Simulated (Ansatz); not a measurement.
# SrSi2Au: the cost of one run

Program: Ansatz 0.2.0. Level of theory: DFT PBE, scalar-relativistic, plane waves, PAW. These are calculated values, not measurements.

**1. Starting point**

The structure is hexagonal, space group P-6m2 (No. 187). Conventional cell: a = 4.318 Å, b = 4.318 Å, c = 5.539 Å, α = 90.00°, β = 90.00°, γ = 120.00°. Sr (site symmetry -6m2) has 5 Si at 2.49 to 2.77 Å and 3 Au at 2.49 Å as nearest neighbours. Si (site symmetry -6m2) is surrounded by 2 Sr at 2.77 Å. Si (site symmetry -6m2) is surrounded by 3 Au at 2.49 Å and 3 Sr at 2.49 Å. Au (site symmetry -6m2) has 3 Si at 2.49 Å and 3 Sr at 2.49 Å as nearest neighbours.

Structure file:

```cif
data_structure
_symmetry_space_group_name_H-M 'P-6m2'
_symmetry_Int_Tables_number 187
_cell_length_a 4.3182
_cell_length_b 4.3182
_cell_length_c 5.5388
_cell_angle_alpha 90.000
_cell_angle_beta 90.000
_cell_angle_gamma 120.000
_cell_volume 89.45
loop_
_atom_site_label
_atom_site_type_symbol
_atom_site_symmetry_multiplicity
_atom_site_Wyckoff_symbol
_atom_site_fract_x
_atom_site_fract_y
_atom_site_fract_z
_atom_site_occupancy
Sr1 Sr 1 b 0.00000 0.00000 0.50000 1
Si1 Si 1 a 0.00000 0.00000 0.00000 1
Si2 Si 1 f 0.66667 0.33333 0.50000 1
Au1 Au 1 d 0.33333 0.66667 0.50000 1
```

The cell is invented: random cell by space group and Wyckoff sites (P-6m2, No. 187). Lengths come from tabulated atomic sizes and are only a guess.

**2. Probe: one point on a coarse mesh**

input.yaml reads:

```yaml
crystal:
  lattice:
    - [4.318238, 0.0, 0.0]
    - [-2.159119, 3.7397038, 0.0]
    - [0.0, 0.0, 5.53878886]
  atoms:
    - { symbol: Sr, position: [0.0, 0.0, 0.5] }
    - { symbol: Si, position: [0.0, 0.0, 0.0] }
    - { symbol: Si, position: [0.66666667, 0.33333333, 0.5] }
    - { symbol: Au, position: [0.33333333, 0.66666667, 0.5] }
basis:
  ecutwfc: 420
kpoints:
  mp_grid: { grid: [6, 6, 4] }
hamiltonian:
  xc: pbe
scf:
  occupations: { method: gaussian, width: 0.1 }
  lower_state_search: "off"
output:
  forces: true
  stress: true
  eigenvalues: true
```

Command:

```
$ ansatz run input.yaml --threads 1 --pin off --max-ram 2560MiB --backend cpu --events-out ev --progress --plain --runs-dir out
```

**Question.** How long does this run take on 1 thread of Arm Neoverse V1, shared host, and how much memory does it need?

About 4.4 s, with a peak of 0.32 GiB.
